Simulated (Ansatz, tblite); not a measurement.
# [InF4]-: rung by rung

How do method and basis change the picture of [InF4]- (singlet)?

Program: Ansatz 0.2.0, Gaussian basis. Level of theory: as each input shows. These are calculated values, not measurements.

Plan: GFN1-xTB, GFN2-xTB, PBE-D4/def2-TZVPD, r2SCAN-D4/def2-TZVPD, BHLYP-D4/def2-TZVPD, HF/def2-TZVPD, PBE-QIDH/def2-TZVPD, BLYP-D4/def2-TZVPD, CAM-B3LYP-D4/def2-TZVPD, B2PLYP/def2-TZVPD, HSE06-D4/def2-TZVPD, PBE+5HF/def2-TZVPD, PBE+10HF/def2-TZVPD, PBE+15HF/def2-TZVPD, PBE+35HF/def2-TZVPD, PBE+50HF/def2-TZVPD, PBE-D4/def2-SVPD, PBE0-D4/def2-SVPD, CCSD(T)/def2-SVPD, MP2/def2-TZVPD, RPA/def2-TZVPD.

1 further run of the same task is left out (set aside as unsound or not needed). Runs told in other sessions of the task aren't counted.

### 1 The geometry

The geometry is that of the singlet, from an earlier relaxation (PBE0-D4/def2-SVPD).

5 atoms, charge -1, spin multiplicity 1.

Bond lengths: In1–F2 2.002 Å, In1–F3 2.002 Å, In1–F4 2.002 Å, In1–F5 2.002 Å. Angles: F2–In1–F3 109.4°, F2–In1–F4 109.5°, F2–In1–F5 109.5°, F3–In1–F4 109.5°, F3–In1–F5 109.5°, F4–In1–F5 109.4°.

In takes a core potential in the def2 sets. No spin-orbit coupling is included. The ion is computed in the gas phase, without counter-ions or solvent.

PBE0-D4/def2-TZVPD was run before; its log isn't repeated, and its numbers join the tables.

### 2 GFN1-xTB

Tight binding, by tblite at 300 K electronic temperature and without a spin-polarisation term:

```python
tblite.interface.Calculator('GFN1-xTB', numbers, positions, charge=-1, uhf=0).singlepoint()
```

Energy -610.6768 eV, HOMO -7.92 eV, LUMO -3.64 eV; 0.003 s.

### 3 GFN2-xTB

Tight binding, by tblite at 300 K electronic temperature and without a spin-polarisation term:

```python
tblite.interface.Calculator('GFN2-xTB', numbers, positions, charge=-1, uhf=0).singlepoint()
```

Energy -560.1755 eV, HOMO -8.39 eV, LUMO -4.34 eV; 0.002 s.

### 4 PBE-D4/def2-TZVPD

start.molden holds the orbitals of an earlier run on this state, given as this run's starting guess.

in.yaml reads:

```yaml
crystal:
  periodic: [false, false, false]
  atoms:
    - {symbol: In, position_ang: [0.000038, -0.000051, -0.000096]}
    - {symbol: F, position_ang: [0.011195, -0.018217, 2.002068]}
    - {symbol: F, position_ang: [1.884204, 0.010754, -0.676951]}
    - {symbol: F, position_ang: [-0.951627, 1.638157, -0.647740]}
    - {symbol: F, position_ang: [-0.943809, -1.630654, -0.677281]}
basis:
  gaussian: {orbitals: def2-TZVPD, initial_orbitals: start.molden}
total_charge: -1
hamiltonian: {xc: pbe, dispersion: d4}
scf: {omitted_lower_state_checks: [starts]}
output: {forces: true, orbitals: {seedname: orbitals}}
```

The run is started by

```bash
$ ansatz run in.yaml --threads 4 --pin off --events-out ev --progress --plain --max-ram 3916MiB
```

Further steps of the session: r2SCAN-D4/def2-TZVPD; BHLYP-D4/def2-TZVPD; HF/def2-TZVPD; PBE-QIDH/def2-TZVPD; BLYP-D4/def2-TZVPD; CAM-B3LYP-D4/def2-TZVPD; B2PLYP/def2-TZVPD; HSE06-D4/def2-TZVPD; PBE+5HF/def2-TZVPD; PBE+10HF/def2-TZVPD; PBE+15HF/def2-TZVPD; PBE+35HF/def2-TZVPD; PBE+50HF/def2-TZVPD; PBE-D4/def2-SVPD; PBE0-D4/def2-SVPD; CCSD(T)/def2-SVPD; MP2/def2-TZVPD; RPA/def2-TZVPD.

Q: Predict the results of all the runs planned. Wanted: gap in def2-TZVPD, named functionals and Hartree-Fock, smallest and largest; gap over the share of exact exchange; correlation energy, CCSD(T)/def2-SVPD; correlation energy, MP2/def2-TZVPD; PBE0 total energy, smallest basis above largest.

**Answer**, as computed:

| quantity | value |
| --- | --- |
| gap in def2-TZVPD, named functionals and Hartree-Fock, smallest and largest | 5.28 eV (BLYP-D4), 15.19 eV (HF) |
| gap over the share of exact exchange | 5.33 eV at 0, 10.91 eV at 0.5 |
| correlation energy, CCSD(T)/def2-SVPD | -25.51 eV |
| correlation energy, MP2/def2-TZVPD | -35.97 eV |
| PBE0 total energy, smallest basis above largest | 12.86 eV (def2-SVPD, def2-TZVPD) |

**Reading.** Orbital gaps of the named functionals and Hartree-Fock in def2-TZVPD span 5.28 eV (BLYP-D4) to 15.19 eV (HF); exact exchange widens it. Raising the share of exact exchange from 0 to 0.5 moves the HOMO by -3.92 eV and the LUMO by +1.65 eV.
